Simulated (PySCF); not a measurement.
**AsHF: a ladder of methods and rigid scans**

How much do the numbers for AsHF (doublet) hang on the method? All levels run at one geometry, the PBE0 minimum. Rigid scans about the minimum follow.

The runs use PySCF 2.14.0; several methods, basis As def2-TZVP, H def2-TZVP, F def2-TZVP, no relativity, density fitting.

**1. The system as given**

3 atoms, charge 0, spin multiplicity 2.

Bond lengths: As1–H2 1.536 Å, As1–F3 1.747 Å. Angles: H2–As1–F3 94.2°.

```xyz
3
charge 0 multiplicity 2
As   -0.2454    0.0000   -0.2472
H    -1.3638    0.0000    0.8057
F     1.0411    0.0000    0.9349
```

**2. PBE0**

One driver script runs all steps and calls PySCF; scf.py shows the equivalent input of each level. Each SCF starts from the density of the minimum. The driver also runs the species with one electron less or more at the same geometry (one less: multiplicity 1, one more: multiplicity 1); their logs are not shown.

File scf.py:

```python
from pyscf import gto, scf, dft
mol = gto.M(atom='''
As    -0.245366     0.000000    -0.247173
H     -1.363815     0.000000     0.805705
F      1.041082     0.000000     0.934892''',
    basis={'As': 'def2-TZVP', 'H': 'def2-TZVP', 'F': 'def2-TZVP'},
    charge=0, spin=1)
mf = dft.UKS(mol, xc='PBE0')
mf.grids.atom_grid = (75, 302)
aux = {'As': 'def2-universal-JKFIT', 'H': 'def2-universal-JKFIT', 'F': 'def2-universal-JKFIT'}
mf = mf.density_fit(auxbasis=aux)
mf.conv_tol = 1e-08
mf.diis_space = 10
mf.max_cycle = 60
mf.verbose = 4
mf.kernel()
```

Command:

```
> OMP_NUM_THREADS=2 python axn.py task.json out
```

**3. HF**

scf.py, as its differences from that of step 2:

```diff
@@ -8,2 +8 @@
-mf = dft.UKS(mol, xc='PBE0')
-mf.grids.atom_grid = (75, 302)
+mf = scf.UHF(mol)
```

**4. PBE**

scf.py, as its differences from that of step 3:

```diff
@@ -8 +8,2 @@
-mf = scf.UHF(mol)
+mf = dft.UKS(mol, xc='PBE')
+mf.grids.atom_grid = (75, 302)
```

**5. CCSD(T)**

scf.py, as its differences from that of step 4:

```diff
@@ -8,2 +8 @@
-mf = dft.UKS(mol, xc='PBE')
-mf.grids.atom_grid = (75, 302)
+mf = scf.UHF(mol)
@@ -16,0 +16,3 @@
+from pyscf import cc
+mycc = cc.CCSD(mf, frozen=10).run()
+mycc.ccsd_t()
```

**6. r2SCAN**

scf.py, as its differences from that of step 5:

```diff
@@ -8 +8,2 @@
-mf = scf.UHF(mol)
+mf = dft.UKS(mol, xc='R2SCAN')
+mf.grids.atom_grid = (90, 434)
@@ -16,3 +16,0 @@
-from pyscf import cc
-mycc = cc.CCSD(mf, frozen=10).run()
-mycc.ccsd_t()
```

**7. B3LYP**

scf.py, as its differences from that of step 6:

```diff
@@ -8,2 +8,2 @@
-mf = dft.UKS(mol, xc='R2SCAN')
-mf.grids.atom_grid = (90, 434)
+mf = dft.UKS(mol, xc='B3LYP')
+mf.grids.atom_grid = (75, 302)
```

**8. TPSSh**

scf.py, as its differences from that of step 7:

```diff
@@ -8,2 +8,2 @@
-mf = dft.UKS(mol, xc='B3LYP')
-mf.grids.atom_grid = (75, 302)
+mf = dft.UKS(mol, xc='TPSSH')
+mf.grids.atom_grid = (90, 434)
```

**9. M06-2X**

scf.py, as its differences from that of step 8:

```diff
@@ -8 +8 @@
-mf = dft.UKS(mol, xc='TPSSH')
+mf = dft.UKS(mol, xc='M062X')
```

**10. M06**

scf.py, as its differences from that of step 9:

```diff
@@ -8 +8 @@
-mf = dft.UKS(mol, xc='M062X')
+mf = dft.UKS(mol, xc='M06')
```

**12. Breathing scan**

A rigid scan with PBE0: all bonds to the central atom are scaled together. Each point starts from its neighbour's orbitals, and energies count from the minimum.

**13. Stretching one bond**

A rigid scan with PBE0: the bond from As to the last atom (F) is scaled and the rest held.

**14. Bending curve**

A rigid scan with PBE0: the H–As–F angle changes, with bonds held.

**15. Bend–stretch map**

A rigid scan with PBE0: rows scale both bonds, columns set the H–As–F angle.

**16. Map over both bonds**

A rigid scan with PBE0: rows scale the first bond (As–H), columns the second (As–F).

(Steps that only read results are left out.)

**Question.** What will these runs give? Wanted: atomisation energy, CCSD(T) in this basis; vertical ionisation energy, CCSD(T); vertical electron affinity, CCSD(T); orbital gap, range; T1, D1; T1, D1 of the cation; T1, D1 of the anion; all bonds 4 % longer; one bond 20 % longer.

The runs gave:

| quantity | value |
| --- | --- |
| atomisation energy, CCSD(T) in this basis | 659 kJ/mol |
| vertical ionisation energy, CCSD(T) | 9.27 eV |
| vertical electron affinity, CCSD(T) | 0.65 eV |
| orbital gap, range | 1.48 (PBE) to 10.76 (HF) eV |
| T1, D1 | 0.014, 0.051 |
| T1, D1 of the cation | 0.019, 0.072 |
| T1, D1 of the anion | 0.011, 0.031 |
| all bonds 4 % longer | 8.5 kJ/mol |
| one bond 20 % longer | 88.2 kJ/mol |
| linear shape, bonds held | 343.4 kJ/mol |

What this shows: In atomisation energy the functionals lie from +29 kJ/mol (PBE0) to +71 kJ/mol (PBE) against CCSD(T). In a basis of this size CCSD(T) binds too weakly, often by tens of kJ/mol, while functionals are nearer their limits, so this ranks no functional. HF lacks the correlation that pairing electrons in bonds brings, so it binds too weakly, by 245 kJ/mol even against this CCSD(T). Against CCSD(T), the vertical ionisation energy is best met by PBE (-0.05 eV) and worst by r2SCAN (+0.24 eV). CCSD(T) took 62 s, about 14 times as long as PBE (4.4 s), which misses it by 0.05 eV. Against CCSD(T), the vertical electron affinity is best met by PBE (-0.02 eV) and worst by HF (-0.80 eV). PBE's −ε(HOMO), 5.4 eV, falls 3.8 eV short of the ionisation energy, while its energy difference gives 9.2 eV. Without diffuse functions electron affinities tend to come out too low. The well is lopsided, 10.7 kJ/mol for 4 % shorter bonds against 8.5 for 4 % longer ones. Held rigid otherwise, the linear shape costs 343 kJ/mol.
